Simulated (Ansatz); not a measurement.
# CdTe2Pb3: the cost of one run

Method: DFT PBE, scalar-relativistic, plane waves, PAW, unless a step names another level, in Ansatz 0.2.0.

6 further runs of the same task are left out: 4 that didn't finish, 2 set aside as unsound or not needed.

### 1 The starting structure

The structure is tetragonal, space group P-4m2 (No. 115). The conventional cell has a = 4.608 Å, b = 4.608 Å, c = 9.229 Å, α = 90.00°, β = 90.00°, γ = 90.00°. Cd (site symmetry -4m2) has 4 Pb at 3.26 Å as nearest neighbours. Around Te (site symmetry 2mm) lie 5 Pb at 3.25 to 3.26 Å. Pb (site symmetry -4m2) has 4 Cd at 3.26 Å as nearest neighbours. Around Pb (site symmetry 2mm) lie 5 Te at 3.25 to 3.26 Å.

Coordinates:

```cif
data_structure
_symmetry_space_group_name_H-M 'P-4m2'
_symmetry_Int_Tables_number 115
_cell_length_a 4.6083
_cell_length_b 4.6083
_cell_length_c 9.2290
_cell_angle_alpha 90.000
_cell_angle_beta 90.000
_cell_angle_gamma 90.000
_cell_volume 196.00
loop_
_atom_site_label
_atom_site_type_symbol
_atom_site_symmetry_multiplicity
_atom_site_Wyckoff_symbol
_atom_site_fract_x
_atom_site_fract_y
_atom_site_fract_z
_atom_site_occupancy
Cd1 Cd 1 b 0.50000 0.50000 0.00000 1
Te1 Te 2 g 0.50000 0.00000 0.32267 1
Pb1 Pb 1 a 0.00000 0.00000 0.00000 1
Pb2 Pb 2 g 0.50000 0.00000 0.67502 1
```

It came out lowest among 20 distinct ends of the trial cells. At a tolerance of 0.05 Å it has space group P-4m2 (No. 115).

### 2 Tight relaxation for the response runs, on the response runs' mesh and smearing

input.yaml reads:

```yaml
crystal:
  lattice:
    - [4.6083481261, 0.0, 0.0]
    - [0.0, 4.6083481261, 0.0]
    - [0.0, 0.0, 9.2290145691]
  atoms:
    - { symbol: Cd, position: [0.5, 0.5, 0.0] }
    - { symbol: Te, position: [0.5, 0.0, 0.3226732727] }
    - { symbol: Te, position: [0.0, 0.5, 0.6773267273] }
    - { symbol: Pb, position: [0.0, 0.0, 0.0] }
    - { symbol: Pb, position: [0.5, 0.0, 0.6750174384] }
    - { symbol: Pb, position: [0.0, 0.5, 0.3249825616] }
basis:
  ecutwfc: 420
kpoints:
  mp_grid: { grid: [8, 8, 4] }
hamiltonian:
  xc: pbe
scf:
  occupations: { method: gaussian, width: 0.1 }
output:
  forces: true
  stress: true
  eigenvalues: true
relax:
  adjacent_minimum: "off"
  f_tol: 0.001
  max_steps: 60
  cell: { stress_tol: 0.01 }
```

Command:

```bash
> ansatz run input.yaml --threads 3 --pin off --max-ram 7680MiB --backend cpu --events-out ev --progress --plain --runs-dir out
```

What time and memory should one allow on 3 threads of Arm Neoverse V1, shared host?

About 57 s, with a peak of 0.74 GiB.
